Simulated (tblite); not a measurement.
# C9H9: the cost of one run

Programs: tblite 0.8.0 and PySCF 2.14.0, with density-fitted response routines of our own. Each step states its level of theory. These are calculated values for one molecule in the gas phase, unless marked as measured. Atoms are numbered from 0 throughout.

### 1 The starting structure

18 atoms, charge 0, multiplicity 2; geometry from: force field or distance geometry start.

Bonds of the start (Å): C0–C1 1.21, C1–C2 1.43, C2–C3 1.32, C3–C4 1.49, C4–C5 1.48, C5–C6 1.21, C4–C7 1.48, C7–C8 1.51, C0–H9 1.06, C2–H10 1.08, C4–H11 1.11, C6–H12 1.06, C7–H13 1.12, C7–H14 1.10, C8–H15 1.12, C8–H16 1.10, C8–H17 1.12.

### 2 Geometry optimisation with GFN2-xTB

What the job is given:

```
{"job": {"kind": "relax", "xc": "GFN2-xTB", "basis": "xTB"}, "charge": 0, "multiplicity": 2}
C      4.458600    -0.133400    -0.604000
C      3.287600    -0.304500    -0.338400
C      1.915300    -0.507800     0.011800
C      1.110300     0.533100    -0.096500
C     -0.341200     0.463400     0.235800
C     -0.991400     1.675800    -0.305100
C     -1.526500     2.674400    -0.742400
C     -0.896200    -0.709000    -0.475800
C     -2.371100    -0.932200    -0.268300
H      5.477200     0.036800    -0.841500
H      1.620400    -1.496900     0.316900
H     -0.458500     0.423300     1.339300
H     -1.999200     3.543200    -1.124700
H     -0.712400    -0.556500    -1.568500
H     -0.355800    -1.621700    -0.168300
H     -2.776000    -0.410600     0.636200
H     -2.924300    -0.643600    -1.168700
H     -2.525400    -2.027400    -0.114300
```

Run with:

```sh
OMP_NUM_THREADS=1 python probes_run.py task.json out
```

One launch serves the whole session: the jobs run in the order shown.

**Question.** How long does this first job take on 1 thread of Arm Neoverse V2, shared host?

About 1.4 s.
